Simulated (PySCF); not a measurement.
# Cl4H2Na4S: the cost of one run

Programs: PySCF 2.14.0. All values are calculated, for the isolated system unless a continuum is named. Atoms count from 0, parts from 1.

## 1. The system as given

11 atoms, charge 0, multiplicity 1; geometry: GFN1-xTB, MD frame. Parts: 1 = atoms 0–7, `[Na]12[Cl]3[Na]4[Cl]1[Na]1[Cl]2[Na]3[Cl]41`, charge 0; 2 = atoms 8–10, `S`, charge 0.

## 2. Counterpoise and decomposition: B3LYP-D4/def2-SVP, 375 fs

The job: settings as JSON, then the geometry in Å.

```
{"job": {"kind": "inter", "xc": "B3LYP", "basis": "def2-SVP", "disp": "d4"}, "charge": 0, "multiplicity": 1, "parts": [{"atoms": "0-7", "charge": 0, "multiplicity": 1}, {"atoms": "8-10", "charge": 0, "multiplicity": 1}]}
Na     2.084503    -1.295301    -1.555967
Cl     0.218993    -2.640472    -0.723857
Na     0.748988    -1.819156     2.037770
Cl     3.038581    -0.922417     0.856500
Na     1.504200     1.274795     0.298037
Cl     0.556140     1.024426    -2.037542
Na    -1.417221    -0.407538    -0.837371
Cl    -0.426210     0.247109     1.726061
S     -3.943950     1.363334    -0.513049
H     -2.926007     1.425312     0.393916
H     -3.747126     2.575573    -1.023626
```

Method: B3LYP-D4/def2-SVP interaction energy, counterpoise and uncorrected, gas phase.

The run is started by

```console
> OMP_NUM_THREADS=1 python cluster_run.py task.json out
```

The driver reads the jobs from task.json and runs them one after another.

Q: Estimate the wall time and peak memory of this first job on 1 thread of Arm Neoverse N1, shared host.

About 64 s, with a peak of 0.62 GiB.
